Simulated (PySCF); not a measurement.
# [La(H2O)2]3+: other functionals and bases at one geometry

How far do other levels of theory move the description of [La(H2O)2]3+, and what does each cost? The species was built from a template and needn't be a known compound.

The runs use PySCF 2.14.0; several levels, as the steps say, no spin–orbit coupling.

1 further run of the same task is left out (for a known fault of the program).

## Step 1: The starting structure

7 atoms, charge 3, spin multiplicity 1.

Bond lengths: La1–O2 2.371 Å, La1–O5 2.370 Å, O2–H3 0.990 Å, O2–H4 0.989 Å, O5–H6 0.990 Å, O5–H7 0.990 Å. Angles: O2–La1–O5 113.8°, La1–O2–H3 127.6°, La1–O2–H4 129.7°, H3–O2–H4 102.7°, La1–O5–H6 127.4°, La1–O5–H7 130.0°, H6–O5–H7 102.6°.

Geometry (Å):

```xyz
7
H4LaO2
La    1.0997    0.1497   -0.0065
O    -0.1830    0.0607    1.9856
H     0.1418    0.1379    2.9177
H    -1.1565   -0.0687    2.1051
O    -0.1848   -0.0889   -1.9836
H     0.1356   -0.3652   -2.8789
H    -1.1482    0.0749   -2.1394
```

Formal oxidation states: La +3. An earlier session relaxed this geometry at PBE0, La def2-SVP with ECP46, O def2-SVP, H def2-SVP (singlet, point group C1).

At PBE0 on the finer grid: E = -183.012701 Eh, HOMO -25.73 eV, LUMO -18.03 eV, Mulliken charge on La1 +2.27 e, largest force component 0.014 eV/Å. 

Levels to run: TPSSh; PBE; PBE0, TZVP. Hardware: 2 threads of Arm Neoverse V2, shared host.

## Step 2: TPSSh

Input file run.py (the lines that set the calculation):

```python
mol = gto.M(atom='''
La     1.09966     0.14972    -0.00650
O     -0.18301     0.06065     1.98563
H      0.14178     0.13785     2.91773
H     -1.15652    -0.06867     2.10507
O     -0.18482    -0.08891    -1.98365
H      0.13561    -0.36524    -2.87889
H     -1.14824     0.07491    -2.13940''',
    basis={'La': 'def2-SVP', 'O': 'def2-SVP', 'H': 'def2-SVP'},
    ecp={'La': 'def2-SVP'},
    charge=3, spin=0)
mf = dft.RKS(mol, xc='TPSSH')
mf.grids.atom_grid = (75, 302)  # f atoms: unpruned, at least (60, 302)
mf = mf.density_fit()  # fitting sets: La def2-universal-JKFIT, O def2-universal-JKFIT, H def2-universal-JKFIT
mf.conv_tol = 1e-08; mf.max_cycle = 55
mf.kernel(dm0)  # dm0: the density of the relaxed state
```

On the command line:

```sh
$ OMP_NUM_THREADS=2 python run.py
```

## Step 3: PBE

run.py (the lines that set the calculation): that of step 2 with these lines changed.

```diff
@@ -11,3 +11,3 @@
     charge=3, spin=0)
-mf = dft.RKS(mol, xc='TPSSH')
+mf = dft.RKS(mol, xc='PBE')
 mf.grids.atom_grid = (75, 302)  # f atoms: unpruned, at least (60, 302)
```

## Step 4: PBE0, TZVP

Basis: La def2-TZVP with ECP46, O def2-TZVP, H def2-TZVP. 

Input file run.py (the lines that set the calculation):

```python
mol = gto.M(atom='''
La     1.09966     0.14972    -0.00650
O     -0.18301     0.06065     1.98563
H      0.14178     0.13785     2.91773
H     -1.15652    -0.06867     2.10507
O     -0.18482    -0.08891    -1.98365
H      0.13561    -0.36524    -2.87889
H     -1.14824     0.07491    -2.13940''',
    basis={'La': 'def2-TZVP', 'O': 'def2-TZVP', 'H': 'def2-TZVP'},
    ecp={'La': 'def2-TZVP'},
    charge=3, spin=0)
mf = dft.RKS(mol, xc='PBE0')
mf.grids.atom_grid = (75, 302)  # f atoms: unpruned, at least (60, 302)
mf = mf.density_fit()  # fitting sets: La def2-universal-JKFIT, O def2-universal-JKFIT, H def2-universal-JKFIT
mf.conv_tol = 1e-08; mf.max_cycle = 55
mf.kernel(dm0)  # dm0: free metal ions and neutral atoms
```

What does the calculation give? Wanted: for each run, HOMO; gap; charge on La1; dipole; largest force.

**Answer**, as computed:

| level | state | HOMO (eV) | gap (eV) | charge on La1 (e) | dipole (D) | largest force (eV/Å) | basis functions | time |
| --- | --- | --- | --- | --- | --- | --- | --- | --- |
| PBE0 (relaxed here) | singlet | -25.73 | 7.70 | 2.27 | 2.33 | 0.01 | 80 | 7.2 s |
| TPSSh | singlet | -24.73 | 6.36 | 2.25 | 2.41 | 0.25 | 80 | 4.4 s |
| PBE | singlet | -23.97 | 5.04 | 2.18 | 2.64 | 0.49 | 80 | 3.2 s |
| PBE0, TZVP | singlet | -25.76 | 7.74 | 2.38 | 2.31 | 0.28 | 126 | 7.2 s |

Times are on 2 threads of Arm Neoverse V2, shared host; the first row also made further properties. The dipole of a charged species depends on the origin, so these sizes hold for this origin alone.

In one basis the HOMO–LUMO gap runs from 5.04 eV (PBE) to 7.70 eV (PBE0). The largest leftover force, 0.49 eV/Å with PBE, stands at a geometry relaxed at another level. The Mulliken charge on La spans +2.18 to +2.38 e over the levels. Total energies of different levels can't be compared. Spin–orbit coupling is left out throughout.
